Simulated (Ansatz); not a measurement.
# FH5SSn (built from SMILES S.[F][SnH3]): a barrier at many levels of theory

How high is the barrier of this step (Sn1–S7 formed, F2–H6 formed, Sn1–F2 broken, H6–S7 broken), and how far do cheaper methods land from CCSD(T)?

Computed with Ansatz 0.2.0, Gaussian basis. Level: single points in def2-TZVPP on PBE0-D4/def2-TZVP structures.

Levels: SPW92, PBE-D4, BLYP-D4, r2SCAN-D4, B97M-V, PBE0-D4, B3LYP-D4, r2SCAN0-D4, BHLYP-D4, CAM-B3LYP-D4, wB97X-V, wB97M-V, B2PLYP, PBE-QIDH, RPA on PBE, Hartree-Fock, MP2, CCSD, CCSD(T). The reference is CCSD(T) at the basis limit, from triple and quadruple zeta. Zero-point energies come from PBE0-D4 vibrations.

Cores are frozen in the correlated methods. Filled d shells of the heavier atoms are correlated. Core potentials replace the inner electrons past krypton, and spin-orbit coupling is left out. B3LYP uses VWN-RPA correlation. B2PLYP carries no dispersion term here.

80 further runs of the same task are left out: 80 set aside as unsound or not needed.

## 1. The three structures

Charge 0, multiplicity 1. The folders r, ts and p hold the start, the saddle and the end; their coordinates stand in the first inputs.

```tsv
pair	r (Å)	ts (Å)	p (Å)
Sn1–S7	3.762	2.757	2.433
F2–H6	2.203	1.173	0.940
Sn1–F2	1.939	2.187	3.562
H6–S7	1.346	1.598	2.174
```

## 2. SPW92/def2-TZVPP

r/in.yaml reads:

```yaml
crystal:
  periodic: [false, false, false]
  atoms:
    - {symbol: Sn, position_ang: [-1.086907, -0.868613, 0.010196]}
    - {symbol: F, position_ang: [0.489112, -0.947829, 1.136295]}
    - {symbol: H, position_ang: [-0.544759, -1.254480, -1.550995]}
    - {symbol: H, position_ang: [-2.094100, -2.059995, 0.694942]}
    - {symbol: H, position_ang: [-1.692068, 0.706405, 0.198815]}
    - {symbol: H, position_ang: [1.823166, 0.551144, 0.228289]}
    - {symbol: S, position_ang: [1.769262, 1.452442, -0.769420]}
    - {symbol: H, position_ang: [1.336293, 2.420825, 0.051879]}
basis:
  gaussian: {orbitals: def2-TZVPP}
hamiltonian: {xc: lda}
```

ts/in.yaml reads:

```yaml
crystal:
  periodic: [false, false, false]
  atoms:
    - {symbol: Sn, position_ang: [-0.819090, -0.490389, -0.189911]}
    - {symbol: F, position_ang: [0.913788, -0.847204, 1.095602]}
    - {symbol: H, position_ang: [-0.584894, -1.185795, -1.722602]}
    - {symbol: H, position_ang: [-1.510753, -1.632865, 0.880342]}
    - {symbol: H, position_ang: [-1.762888, 0.928709, -0.100957]}
    - {symbol: H, position_ang: [1.440295, 0.015855, 0.500623]}
    - {symbol: S, position_ang: [1.368813, 1.122864, -0.649577]}
    - {symbol: H, position_ang: [0.954731, 2.088724, 0.186481]}
basis:
  gaussian: {orbitals: def2-TZVPP}
hamiltonian: {xc: lda}
```

p/in.yaml reads:

```yaml
crystal:
  periodic: [false, false, false]
  atoms:
    - {symbol: Sn, position_ang: [-1.038812, -0.121668, -0.481606]}
    - {symbol: F, position_ang: [1.929658, -1.341565, 1.063336]}
    - {symbol: H, position_ang: [-0.657565, -1.384872, -1.547793]}
    - {symbol: H, position_ang: [-1.386936, -0.643649, 1.096335]}
    - {symbol: H, position_ang: [-2.276591, 0.876203, -1.094986]}
    - {symbol: H, position_ang: [1.823750, -0.497352, 0.662975]}
    - {symbol: S, position_ang: [0.994303, 1.212060, -0.393523]}
    - {symbol: H, position_ang: [0.612192, 1.900744, 0.695260]}
basis:
  gaussian: {orbitals: def2-TZVPP}
hamiltonian: {xc: lda}
```

One command serves all of them, each in its own folder.

Started as:

```bash
ansatz run in.yaml --threads 4 --pin off --events-out ev --progress --plain --max-ram 9574MiB
```

After this run come: PBE-D4/def2-TZVPP; BLYP-D4/def2-TZVPP; r2SCAN-D4/def2-TZVPP; B97M-V/def2-TZVPP; PBE0-D4/def2-TZVPP; B3LYP-D4/def2-TZVPP; r2SCAN0-D4/def2-TZVPP; BHLYP-D4/def2-TZVPP; CAM-B3LYP-D4/def2-TZVPP; wB97X-V/def2-TZVPP; wB97M-V/def2-TZVPP; B2PLYP/def2-TZVPP; PBE-QIDH/def2-TZVPP; RPA on PBE/def2-TZVPP; CCSD(T)/def2-TZVPP; MP2/def2-QZVPP; SPW92/def2-SVP; PBE-D4/def2-SVP; PBE0-D4/def2-SVP; wB97M-V/def2-SVP; CCSD(T)/def2-SVP; Vibrations of the start structure; Vibrations of the end structure.

**Question.** What will these runs give? Wanted: barrier, CCSD(T)/CBS; reverse barrier, CCSD(T)/CBS; step energy, CCSD(T)/CBS; barrier with zero-point energy; step energy with zero-point energy; imaginary mode at the saddle; largest T1 diagnostic.

As calculated:

| quantity | value |
| --- | --- |
| barrier, CCSD(T)/CBS | 0.874 eV |
| reverse barrier, CCSD(T)/CBS | 1.057 eV |
| step energy, CCSD(T)/CBS | -0.183 eV |
| barrier with zero-point energy | 0.837 eV |
| step energy with zero-point energy | -0.120 eV |
| imaginary mode at the saddle | 599i cm⁻¹ |
| largest T1 diagnostic | 0.014 |

Among the functionals B2PLYP lands nearest to CCSD(T)/CBS (+0.013 eV) and SPW92 farthest (-0.619 eV). Mean unsigned error by rung: LDA 0.619, GGA 0.251, meta-GGA 0.116, hybrid 0.117, range-separated hybrid 0.028, double hybrid 0.032 eV. PBE-D4 gives a barrier 0.341 eV too low, outside chemical accuracy (1 kcal/mol, 0.043 eV). The barrier rises with the share of exact exchange, from BLYP-D4 through B3LYP-D4 to BHLYP-D4 (-0.162, -0.046, +0.142 eV). Hartree-Fock, with no correlation, is off by +0.630 eV. Zero-point motion lowers the barrier by 0.037 eV.
